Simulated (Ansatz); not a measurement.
# GeH₂ (singlet): from Hartree-Fock to the top rungs at distance Ge1–H3 = 1.750 Å, cc-pVTZ

One table from this session's results is given with a row withheld; the runs are named, their logs left out.

Computed with Ansatz 0.2.0, Gaussian basis. Level: cc-pVTZ, core rule «outside noble gas», up to 14 orbitals frozen.

To be run: UHF; CCSD(T) on RHF; CCSD(T) on UHF; BCCD(T) on RHF; CISD; CCSDT(Q) on RHF; CCSDT(Q) on UHF; CCSDTQ on RHF; CASSCF and MRCISD+Q, 2 electrons in 2 orbitals; CASSCF and NEVPT2, 2 electrons in 2 orbitals; CASSCF and MRCISD+Q, 6 electrons in 6 orbitals; CASSCF and NEVPT2, 6 electrons in 6 orbitals; Full CI.

## What is computed

The geometry derives from a PBE0/def2-TZVP stationary point (not a proven minimum). One bond is set to the value named and the two fragments are kept rigid. No spin-orbit coupling is included. The filled d shell of Ge may be among the frozen orbitals whatever the setting's name suggests; the logs give the count.

3 atoms, charge 0, spin multiplicity 1.

Atoms are counted from 1 here; the program's logs count them from 0.

Bond lengths: Ge1–H2 1.594 Å, Ge1–H3 1.750 Å. Angles: H2–Ge1–H3 90.6°.

Set-up of the first run:

The input, in.yaml:

```yaml
crystal:
  periodic: [false, false, false]
  atoms:
    - {symbol: Ge, position_ang: [0.000000, -0.031746, -0.001497]}
    - {symbol: H, position_ang: [0.000000, 1.089104, -1.134985]}
    - {symbol: H, position_ang: [0.000000, 1.198728, 1.242864]}
basis:
  gaussian: {orbitals: cc-pVTZ}
magnetization: {spin_polarized: true, initial_magnetization: 0}
hamiltonian: {xc: hf}
output: {orbitals: {seedname: orbitals}}
```

Run with:

```console
> ansatz run in.yaml --threads 1 --pin off --events-out ev --progress --plain --max-ram 2513MiB --backend cpu
```

Among the steps run: UHF; CCSD(T) on RHF; CCSD(T) on UHF; BCCD(T) on RHF; CISD; CCSDT(Q) on RHF; CCSDT(Q) on UHF; CCSDTQ on RHF; CASSCF and MRCISD+Q, 2 electrons in 2 orbitals; CASSCF and NEVPT2, 2 electrons in 2 orbitals; CASSCF and MRCISD+Q, 6 electrons in 6 orbitals; CASSCF and NEVPT2, 6 electrons in 6 orbitals; Full CI.

One table of the session follows, with a row left open; its other results are not shown here.

It belongs to the step «Misses and costs». 

| method | from FCI (kJ/mol) |
| --- | --- |
| RHF | +351.5 |
| UHF | ? |
| RMP2 | +79.1 |
| CISD | +26.4 |
| RCCSD | +11.0 |
| RCCSD(T) | +2.2 |
| BCCD(T) | +2.2 |
| RCCSDT | +0.4 |
| RCCSDT(Q) | +0.1 |
| RCCSDTQ | 0.0 |
| CASSCF valence | +214.1 |
| NEVPT2 valence | +61.9 |
| MRCISD valence | +10.5 |
| MRCISD+Q valence | +1.1 |
| FCI | 0 |

Q: Estimate the row for UHF from the others.

**Answer.** from FCI (kJ/mol): +349.1. In the column «from FCI (kJ/mol)» it lies between CASSCF valence (+214.1) and RHF (+351.5).

Limits of these values: Left out of the table: CASSCF pair, NEVPT2 pair, MRCISD pair, MRCISD+Q pair (the active space lost an orbital or holds another state than full CI finds). Warnings in the runs' records: passed over end.
